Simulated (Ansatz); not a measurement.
# Ca3As: what a guessed cell relaxes into

Where does this trial cell of Ca3As go when cell and atoms are let free?

Method: DFT PBE, scalar-relativistic, plane waves, PAW, in Ansatz 0.2.0.

### 1 Starting point

Symmetry: P6/mmm, No. 191, hexagonal system. Conventional cell: a = 5.153 Å, b = 5.153 Å, c = 4.052 Å, α = 90.00°, β = 90.00°, γ = 120.00°. Ca (site symmetry mmm) is surrounded by 4 Ca at 2.58 Å and 4 As at 3.28 Å. Around As (site symmetry 6/mmm) lie 12 Ca at 3.28 Å.

As a file:

```cif
data_structure
_symmetry_space_group_name_H-M 'P6/mmm'
_symmetry_Int_Tables_number 191
_cell_length_a 5.1525
_cell_length_b 5.1525
_cell_length_c 4.0518
_cell_angle_alpha 90.000
_cell_angle_beta 90.000
_cell_angle_gamma 120.000
_cell_volume 93.16
loop_
_atom_site_label
_atom_site_type_symbol
_atom_site_symmetry_multiplicity
_atom_site_Wyckoff_symbol
_atom_site_fract_x
_atom_site_fract_y
_atom_site_fract_z
_atom_site_occupancy
Ca1 Ca 3 f 0.50000 0.00000 0.00000 1
As1 As 1 b 0.00000 0.00000 0.50000 1
```

A structure generator made this guess: random cell by space group and Wyckoff sites (P6/mmm, No. 191). Its size is a rough estimate.

### 2 The guess as it stands, on a coarse mesh

The input, input.yaml:

```yaml
crystal:
  lattice:
    - [5.15251658, 0.0, 0.0]
    - [-2.57625829, 4.46221025, 0.0]
    - [0.0, 0.0, 4.05175773]
  atoms:
    - { symbol: Ca, position: [0.5, 0.0, 0.0] }
    - { symbol: Ca, position: [0.0, 0.5, 0.0] }
    - { symbol: Ca, position: [0.5, 0.5, 0.0] }
    - { symbol: As, position: [0.0, 0.0, 0.5] }
basis:
  ecutwfc: 420
kpoints:
  mp_grid: { grid: [6, 6, 4] }
hamiltonian:
  xc: pbe
scf:
  occupations: { method: gaussian, width: 0.1 }
  lower_state_search: "off"
output:
  forces: true
  stress: true
  eigenvalues: true
```

The run is started by

```console
$ ansatz run input.yaml --threads 1 --pin off --max-ram 2560MiB --backend cpu --events-out ev --progress --plain --runs-dir out
```

The session goes on with these runs: coarse relaxation; another rough relaxation; relaxation on the finer mesh.

Q: Predict the outcome of this session. Wanted: conventional cell; volume; energy over the elements; gap on the mesh.

**Answer**, as computed:

| quantity | value |
| --- | --- |
| symmetry at the end (tolerance 0.05 Å) | space group P6/mmm (No. 191) |
| conventional cell | a = 6.487 Å, b = 6.487 Å, c = 3.264 Å, α = 90.00°, β = 90.00°, γ = 120.00° |
| volume | 29.74 Å³/atom |
| energy over the elements | -0.05 eV/atom |
| gap on the mesh | none (metal) |

What this shows: The space group P6/mmm (No. 191) is kept, and the volume per atom grows by 27.7 % from the first guess. It lies below the elements, which doesn't yet make it stable: competing phases were not computed in this session. No finished test with a distortion of lower symmetry is shown, so the end may be a saddle point.
